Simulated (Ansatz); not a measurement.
# Ga8Sb3As5: the cost of one run

Method: DFT PBEsol, scalar-relativistic, plane waves, PAW, in Ansatz 0.2.0.

That is the level of the relaxation; later steps name their own.

## 1. The system as given

Symmetry: R3m, No. 160, trigonal system. The conventional cell has a = 8.242 Å, b = 8.242 Å, c = 20.188 Å, α = 90.00°, β = 90.00°, γ = 120.00°. Ga (site symmetry m) is surrounded by 1 Sb at 2.52 Å and 3 As at 2.52 Å. Around Ga (site symmetry 3m) lie 3 Sb at 2.52 Å and 1 As at 2.52 Å. Around Ga (site symmetry 3m) lie 4 As at 2.52 Å. Ga (site symmetry m) has 2 Sb at 2.52 Å and 2 As at 2.52 Å as nearest neighbours. Sb (site symmetry m) is surrounded by 4 Ga at 2.52 Å. As (site symmetry 3m) is surrounded by 4 Ga at 2.52 Å. Around As (site symmetry m) lie 4 Ga at 2.52 Å.

As a file:

```
CELL_PARAMETERS angstrom
-5.82781 5.82781 0.00000
-5.82781 0.00000 5.82781
0.00000 5.82781 5.82781
ATOMIC_POSITIONS crystal
Ga 0.00000 0.00000 0.00000
Ga 0.50000 0.00000 0.00000
Ga 0.00000 0.50000 0.00000
Ga 0.00000 0.00000 0.50000
Ga 0.50000 0.50000 0.00000
Ga 0.50000 0.00000 0.50000
Ga 0.00000 0.50000 0.50000
Ga 0.50000 0.50000 0.50000
Sb 0.87500 0.87500 0.37500
Sb 0.37500 0.87500 0.37500
Sb 0.87500 0.37500 0.37500
As 0.87500 0.87500 0.87500
As 0.37500 0.37500 0.37500
As 0.37500 0.87500 0.87500
As 0.87500 0.37500 0.87500
As 0.37500 0.37500 0.87500
```

(A quick probe on a coarse mesh, which set the mesh and smearing, is not shown.)

## 3. Coarse relaxation

input.yaml reads:

```yaml
crystal:
  lattice:
    - [-5.8278125, 5.8278125, 0.0]
    - [-5.8278125, 0.0, 5.8278125]
    - [0.0, 5.8278125, 5.8278125]
  atoms:
    - { symbol: Ga, position: [0.0, 0.0, 0.0] }
    - { symbol: Ga, position: [0.5, 0.0, 0.0] }
    - { symbol: Ga, position: [0.0, 0.5, 0.0] }
    - { symbol: Ga, position: [0.0, 0.0, 0.5] }
    - { symbol: Ga, position: [0.5, 0.5, 0.0] }
    - { symbol: Ga, position: [0.5, 0.0, 0.5] }
    - { symbol: Ga, position: [0.0, 0.5, 0.5] }
    - { symbol: Ga, position: [0.5, 0.5, 0.5] }
    - { symbol: Sb, position: [0.875, 0.875, 0.375] }
    - { symbol: Sb, position: [0.375, 0.875, 0.375] }
    - { symbol: Sb, position: [0.875, 0.375, 0.375] }
    - { symbol: As, position: [0.875, 0.875, 0.875] }
    - { symbol: As, position: [0.375, 0.375, 0.375] }
    - { symbol: As, position: [0.375, 0.875, 0.875] }
    - { symbol: As, position: [0.875, 0.375, 0.875] }
    - { symbol: As, position: [0.375, 0.375, 0.875] }
basis:
  ecutwfc: 420
kpoints:
  mp_grid: { grid: [4, 4, 4] }
hamiltonian:
  xc: pbesol
scf:
  occupations: { method: gaussian, width: 0.1 }
output:
  forces: true
  stress: true
  eigenvalues: true
relax:
  adjacent_minimum: "off"
  f_tol: 0.05
  max_steps: 80
  cell: { stress_tol: 0.5 }
```

Started as:

```
$ ansatz run input.yaml --threads 4 --pin off --max-ram 10240MiB --backend cpu --events-out ev --progress --plain --runs-dir out
```

Q: Estimate wall time and peak memory on 4 threads of Intel Xeon 6975P-C (Granite Rapids), shared host.

About 68 s, with a peak of 1.7 GiB.
